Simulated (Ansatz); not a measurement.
**AlGe (sextet): the correlation ladder, cc-pVTZ**

One table from this session's results is given with a row withheld; the runs are named, their logs left out.

Program: Ansatz 0.2.0, Gaussian basis. Level of theory: cc-pVTZ, core rule «outside noble gas», up to 19 orbitals frozen. These are calculated values, not measurements.

Plan: UHF; CCSD(T) on ROHF; CCSD(T) on UHF; BCCD(T) on ROHF; CISD; CCSDT(Q) on ROHF; CCSDT(Q) on UHF; CASSCF and MRCISD+Q, 7 electrons in 8 orbitals; CASSCF and NEVPT2, 7 electrons in 8 orbitals.

14 further runs of the same task are left out: 1 for a mislabelled method, 7 that didn't finish, 6 set aside as unsound or not needed.

### What is computed

The geometry is a PBE0/def2-TZVP stationary point (not a proven minimum) of the parent state, kept for this charge and spin. No spin-orbit coupling is included. The filled d shell of Ge may be among the frozen orbitals whatever the setting's name suggests; the logs give the count.

2 atoms, charge 0, spin multiplicity 6.

Atoms are counted from 1 here; the program's logs count them from 0.

Bond lengths: Ge1–Al2 2.467 Å.

As a file:

```xyz
2
charge 0, multiplicity 6
Ge    0.0000    0.0000    0.0000
Al    0.0000    0.0000    2.4669
```

Set-up of the first run:

File in.yaml:

```yaml
crystal:
  periodic: [false, false, false]
  atoms:
    - {symbol: Ge, position_ang: [0.000000, 0.000000, 0.000000]}
    - {symbol: Al, position_ang: [0.000000, 0.000000, 2.466944]}
basis:
  gaussian: {orbitals: cc-pVTZ}
magnetization: {spin_polarized: true, initial_magnetization: 5}
hamiltonian: {xc: hf}
output: {orbitals: {seedname: orbitals}}
```

Launch:

```
$ ansatz run in.yaml --threads 1 --pin off --events-out ev --progress --plain --max-ram 2393MiB
```

Steps of the session up to this table: UHF; CCSD(T) on ROHF; CCSD(T) on UHF; BCCD(T) on ROHF; CISD; CCSDT(Q) on ROHF; CCSDT(Q) on UHF; CASSCF and MRCISD+Q, 7 electrons in 8 orbitals; CASSCF and NEVPT2, 7 electrons in 8 orbitals.

One table of the session follows, with a row left open; its other results are not shown here.

| method | from RCCSDT(Q) (kJ/mol) |
| --- | --- |
| ROHF | +279.7 |
| UHF | +274.4 |
| RMP2 | +64.8 |
| UMP2 | +63.7 |
| CISD | +18.2 |
| RCCSD | +17.0 |
| UCCSD | +14.9 |
| RCCSD(T) | +3.6 |
| UCCSD(T) | +1.5 |
| BCCD(T) | ? |
| RCCSDT | +0.7 |
| UCCSDT | -1.4 |
| RCCSDT(Q) | 0 |
| UCCSDT(Q) | -2.1 |
| CASSCF valence | +213.7 |
| NEVPT2 valence | +59.3 |
| MRCISD valence | +15.0 |
| MRCISD+Q valence | +2.0 |

Q: Estimate the row for BCCD(T) from the others.

As computed: from RCCSDT(Q) (kJ/mol): +3.5. In the column «from RCCSDT(Q) (kJ/mol)» it lies between MRCISD+Q valence (+2.0) and RCCSD(T) (+3.6).

Caveats from the session: Restricted and unrestricted rows rest on different reference determinants; where their highest levels disagree by more than a few hundredths of an eV, they describe different states and don't form one ladder.
